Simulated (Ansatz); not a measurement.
# GaAsH (quartet): the correlation ladder, cc-pVDZ

One table from this session's results is given with a row withheld; the runs are named, their logs left out.

Program: Ansatz 0.2.0, Gaussian basis. Level of theory: cc-pVDZ, core rule «outside noble gas», up to 28 orbitals frozen. These are calculated values, not measurements.

The runs, in order: UHF; CCSD(T) on ROHF; CCSD(T) on UHF; BCCD(T) on ROHF; CISD; CCSDT(Q) on ROHF; CCSDT(Q) on UHF; CCSDTQ on ROHF; CCSDTQ on UHF.

7 further runs of the same task are left out: 4 for a known fault of the program, 3 set aside as unsound or not needed.

## The geometry

The geometry is a PBE0/def2-TZVP stationary point (not a proven minimum) of the parent state, kept for this charge and spin. No spin-orbit coupling is included. The filled d shell of Ga, As may be among the frozen orbitals whatever the setting's name suggests; the logs give the count.

3 atoms, charge 0, spin multiplicity 4.

Atoms are counted from 1 here; the program's logs count them from 0.

Bond lengths: Ga1–As2 2.555 Å, As2–H3 1.537 Å. Angles: Ga1–As2–H3 82.5°.

The first run:

in.yaml

```yaml
crystal:
  periodic: [false, false, false]
  atoms:
    - {symbol: Ga, position_ang: [0.000000, -0.483232, 1.643709]}
    - {symbol: As, position_ang: [0.000000, -0.521737, -0.911101]}
    - {symbol: H, position_ang: [0.000000, 1.004969, -0.732608]}
basis:
  gaussian: {orbitals: cc-pVDZ}
magnetization: {spin_polarized: true, initial_magnetization: 3}
hamiltonian: {xc: hf}
output: {orbitals: {seedname: orbitals}}
```

Started as:

```sh
> ansatz run in.yaml --threads 1 --pin off --events-out ev --progress --plain --max-ram 4096MiB --backend cpu
```

Steps of the session up to this table: UHF; CCSD(T) on ROHF; CCSD(T) on UHF; BCCD(T) on ROHF; CISD; CCSDT(Q) on ROHF; CCSDT(Q) on UHF; CCSDTQ on ROHF; CCSDTQ on UHF.

One of the session's tables, all rows but one given; the rest of the session is left out.

It belongs to the step «Misses and costs». 

| method | from UCCSDTQ (kJ/mol) |
| --- | --- |
| ROHF | +425.5 |
| UHF | +399.1 |
| RMP2 | +93.5 |
| UMP2 | +96.4 |
| RCCSD | +17.3 |
| UCCSD | +14.9 |
| RCCSD(T) | +4.7 |
| UCCSD(T) | +3.5 |
| BCCD(T) | +4.8 |
| RCCSDT | +2.2 |
| UCCSDT | +0.7 |
| RCCSDT(Q) | +1.4 |
| UCCSDT(Q) | ? |
| RCCSDTQ | +1.4 |
| UCCSDTQ | 0 |

**Question.** Estimate the row for UCCSDT(Q).

**Answer.** from UCCSDTQ (kJ/mol): +0.1. In the column «from UCCSDTQ (kJ/mol)» it lies between UCCSDTQ (0) and UCCSDT (+0.7).

To keep in mind: Restricted and unrestricted rows rest on different reference determinants; where their highest levels disagree by more than a few hundredths of an eV, they describe different states and don't form one ladder.
